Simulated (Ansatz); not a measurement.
# C5H11O2+: energies up the ladder

Aim: energies up the ladder, for C5H11O2+, with the cost of each level. Charge +1.

Method: the levels named in each step, in Ansatz 0.2.0.

## 1. The system as given

Bond lengths (14 of 17 bonds, heavy atoms first): C1–C2 1.523 Å, C2–C3 1.528 Å, C3–O4 1.447 Å, O4–C5 1.257 Å, C5–C6 1.477 Å, C5–O7 1.298 Å, C1–H8 1.089 Å, C1–H9 1.086 Å, C1–H10 1.088 Å, C2–H11 1.091 Å, C2–H12 1.090 Å, C3–H13 1.091 Å, C3–H14 1.091 Å, C6–H15 1.087 Å. Angles (14 of 29 angles, heavy atoms first): C1–C2–C3 112.5°, C2–C3–O4 109.4°, C3–O4–C5 123.8°, O4–C5–C6 117.8°, O4–C5–O7 120.5°, C6–C5–O7 121.7°, C1–C2–H11 110.2°, C1–C2–H12 109.8°, C3–C2–H11 109.2°, C3–C2–H12 106.9°, C2–C1–H8 111.5°, C2–C1–H9 109.6°, C2–C1–H10 111.0°, C2–C3–H13 111.3°.

As a file:

```xyz
18

C    -2.1161   -0.5180    0.7781
C    -1.8614    0.9493    0.4596
C    -0.7341    1.1413   -0.5541
O     0.5251    0.7618    0.0492
C     1.1055   -0.3310   -0.1714
C     2.3589   -0.6059    0.5598
O     0.6187   -1.1726   -1.0306
H    -1.2688   -0.9678    1.2938
H    -2.9782   -0.6039    1.4325
H    -2.3232   -1.0830   -0.1280
H    -1.6208    1.4966    1.3717
H    -2.7565    1.3943    0.0252
H    -0.9106    0.5567   -1.4588
H    -0.6143    2.1985   -0.7977
H     2.6045    0.2228    1.2196
H     2.2657   -1.5183    1.1525
H     3.1817   -0.7597   -0.1413
H     1.1263   -1.9909   -1.1653
```

## 2. A rough first relaxation, PBE-D4/def2-SVP

File input.yaml:

```yaml
crystal:
  periodic: [false, false, false]
  atoms:
    - { symbol: C, position_ang: [-2.11613, -0.51796, 0.77813] }
    - { symbol: C, position_ang: [-1.8614, 0.94927, 0.45958] }
    - { symbol: C, position_ang: [-0.73406, 1.14126, -0.55414] }
    - { symbol: O, position_ang: [0.52506, 0.76184, 0.0492] }
    - { symbol: C, position_ang: [1.10549, -0.33095, -0.1714] }
    - { symbol: C, position_ang: [2.3589, -0.60589, 0.55982] }
    - { symbol: O, position_ang: [0.61873, -1.17263, -1.03059] }
    - { symbol: H, position_ang: [-1.2688, -0.96785, 1.29378] }
    - { symbol: H, position_ang: [-2.97819, -0.60395, 1.43247] }
    - { symbol: H, position_ang: [-2.32316, -1.08297, -0.12795] }
    - { symbol: H, position_ang: [-1.62082, 1.49661, 1.37165] }
    - { symbol: H, position_ang: [-2.75651, 1.39427, 0.02519] }
    - { symbol: H, position_ang: [-0.91063, 0.55672, -1.45883] }
    - { symbol: H, position_ang: [-0.61434, 2.19847, -0.79768] }
    - { symbol: H, position_ang: [2.60454, 0.22285, 1.21958] }
    - { symbol: H, position_ang: [2.26573, -1.51826, 1.15255] }
    - { symbol: H, position_ang: [3.18166, -0.7597, -0.14134] }
    - { symbol: H, position_ang: [1.12626, -1.99091, -1.16533] }
total_charge: 1
basis:
  gaussian: { orbitals: def2-SVP }
hamiltonian:
  xc: pbe
  dispersion: d4
relax:
  f_tol: 0.03
  max_steps: 200
```

Run with:

```sh
$ ansatz run input.yaml --threads 4 --pin off --max-ram 10240MiB --backend cpu --events-out ev --progress --plain --runs-dir out
```

The runs that follow: Relaxation, PBE0-D4/def2-TZVP; Relaxation, PBE0-D4/def2-SVP; Frequencies, PBE0-D4/def2-SVP; Single point, PBE-D4/def2-TZVPP; Single point, r2SCAN-D4/def2-TZVPP; Single point, B3LYP-D4/def2-TZVPP; Single point, wB97M-V/def2-TZVPP; Single point, B2PLYP/def2-TZVPP; Single point, PBE0-D4/def2-TZVPP; Single point, LDA/def2-TZVPP; Single point, PBE0-D4/def2-SVP; Single point, PBE-D4/def2-SVP.

What does the calculation give? Wanted: C1–C2 at PBE0-D4/def2-SVP; C2–C3 at PBE0-D4/def2-SVP; C3–O4 at PBE0-D4/def2-SVP; frequencies at PBE0-D4/def2-SVP; energy at PBE-D4/def2-SVP.

The runs gave:

| quantity | value |
| --- | --- |
| C1–C2 at PBE0-D4/def2-SVP | 1.520 Å |
| C2–C3 at PBE0-D4/def2-SVP | 1.508 Å |
| C3–O4 at PBE0-D4/def2-SVP | 1.481 Å |
| frequencies at PBE0-D4/def2-SVP | 43 to 3793 cm⁻¹ |
| energy at PBE-D4/def2-SVP | -9433.575 eV |

**Reading.** The C1–C2 distance agrees within 0.002 Å over the levels. No mode is imaginary, so the geometry is a minimum. These totals serve in differences with atoms or fragments at the same level; alone they don't rank the methods.
